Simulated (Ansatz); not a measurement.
# C10H20: how energies converge with the basis set

Aim: see how fast density functionals converge with the basis set for C10H20.

Method: one geometry, several basis sets; program: Ansatz 0.2.0, Gaussian basis.

Levels to be run: PBE0-D4/def2-SVP; ωB97M-V/def2-SVP; PBE0-D4/def2-QZVPP; ωB97M-V/def2-QZVPP; the functionals' def2-TZVPP values are taken from earlier runs.

## Step 1: Structure used throughout

All runs share one geometry, relaxed beforehand with PBE0-D4 in a triple-zeta def2 set.

SMILES `CC(C)(C)/C=C/C(C)(C)C`, 30 atoms, charge 0, spin multiplicity 1.

Atoms are counted from 1 here; the program's logs count them from 0.

Bond lengths: C1–C2 1.531 Å, C1–H11 1.093 Å, C1–H12 1.094 Å, C1–H13 1.093 Å, C2–C3 1.522 Å, C2–C4 1.531 Å, C2–C5 1.506 Å, C3–H14 1.093 Å, C3–H15 1.093 Å, C3–H16 1.093 Å, C4–H17 1.093 Å, C4–H18 1.094 Å, C4–H19 1.093 Å, C5–C6 1.326 Å, C5–H20 1.089 Å, C6–C7 1.506 Å, C6–H21 1.089 Å, C7–C8 1.522 Å and more. Angles: C2–C1–H11 111.0°, C2–C1–H12 110.7°, C2–C1–H13 110.9°, H11–C1–H12 107.9°, H11–C1–H13 107.9°, H12–C1–H13 108.3°, C1–C2–C3 109.3°, C1–C2–C4 108.9°, C1–C2–C5 108.2°, C3–C2–C4 109.3°, C3–C2–C5 112.8°, C4–C2–C5 108.2°, C2–C3–H14 111.4°, C2–C3–H15 110.0°, C2–C3–H16 111.4°, H14–C3–H15 107.8°, H14–C3–H16 108.2°, H15–C3–H16 107.8° and more.

## Step 2: PBE0-D4 in def2-SVP

The input, in.yaml:

```yaml
crystal:
  periodic: [false, false, false]
  atoms:
    - {symbol: C, position_ang: [-1.719582, -1.549582, -1.876407]}
    - {symbol: C, position_ang: [-1.509117, -1.216289, -0.396585]}
    - {symbol: C, position_ang: [-0.964808, -2.441883, 0.323895]}
    - {symbol: C, position_ang: [-2.854229, -0.821146, 0.219758]}
    - {symbol: C, position_ang: [-0.585907, -0.030303, -0.308964]}
    - {symbol: C, position_ang: [0.586379, 0.029999, 0.308085]}
    - {symbol: C, position_ang: [1.509245, 1.216206, 0.396344]}
    - {symbol: C, position_ang: [0.967844, 2.439944, -0.329460]}
    - {symbol: C, position_ang: [1.713808, 1.553269, 1.876170]}
    - {symbol: C, position_ang: [2.856780, 0.819518, -0.213610]}
    - {symbol: H, position_ang: [-2.110281, -0.685846, -2.421380]}
    - {symbol: H, position_ang: [-2.434232, -2.370001, -1.989495]}
    - {symbol: H, position_ang: [-0.778847, -1.846746, -2.346170]}
    - {symbol: H, position_ang: [-0.009985, -2.762889, -0.100014]}
    - {symbol: H, position_ang: [-1.667932, -3.273681, 0.231847]}
    - {symbol: H, position_ang: [-0.816514, -2.246033, 1.388825]}
    - {symbol: H, position_ang: [-2.742194, -0.586583, 1.281067]}
    - {symbol: H, position_ang: [-3.577673, -1.635871, 0.122461]}
    - {symbol: H, position_ang: [-3.270334, 0.059182, -0.277794]}
    - {symbol: H, position_ang: [-0.959169, 0.855207, -0.821582]}
    - {symbol: H, position_ang: [0.959712, -0.855560, 0.820567]}
    - {symbol: H, position_ang: [0.823124, 2.240984, -1.394308]}
    - {symbol: H, position_ang: [1.670947, 3.271753, -0.237363]}
    - {symbol: H, position_ang: [0.011709, 2.762617, 0.090204]}
    - {symbol: H, position_ang: [2.428177, 2.373838, 1.990006]}
    - {symbol: H, position_ang: [2.102099, 0.690885, 2.424985]}
    - {symbol: H, position_ang: [0.771223, 1.851821, 2.341303]}
    - {symbol: H, position_ang: [2.749007, 0.582034, -1.274720]}
    - {symbol: H, position_ang: [3.579780, 1.634555, -0.115705]}
    - {symbol: H, position_ang: [3.270964, -0.059399, 0.288029]}
basis:
  gaussian: {orbitals: def2-SVP}
hamiltonian: {xc: pbe0, dispersion: d4}
output: {orbitals: {seedname: orbitals}}
```

The run is started by

```sh
ansatz run in.yaml --threads 4 --pin off --events-out ev --progress --plain --max-ram 46080MiB --backend cpu
```

Further steps of the session: ωB97M-V in def2-SVP; PBE0-D4 in def2-QZVPP; ωB97M-V in def2-QZVPP.

**Question.** What will the summary of the whole plan be? Wanted: PBE0-D4: double and triple zeta above quadruple; ωB97M-V: double and triple zeta above quadruple.

The runs gave:

| quantity | value |
| --- | --- |
| PBE0-D4: double and triple zeta above quadruple | 12.03, 0.60 eV |
| ωB97M-V: double and triple zeta above quadruple | 12.80, 0.59 eV |

For PBE0-D4 the step from double to triple zeta gains 11.43 eV and the next only 0.60 eV. These are total energies; as a rule much of such shifts cancels in differences, which this series doesn't test. The LUMO of ωB97M-V is positive and keeps falling with the basis (2.99 to 1.52 eV): an unbound level that the basis holds in place.
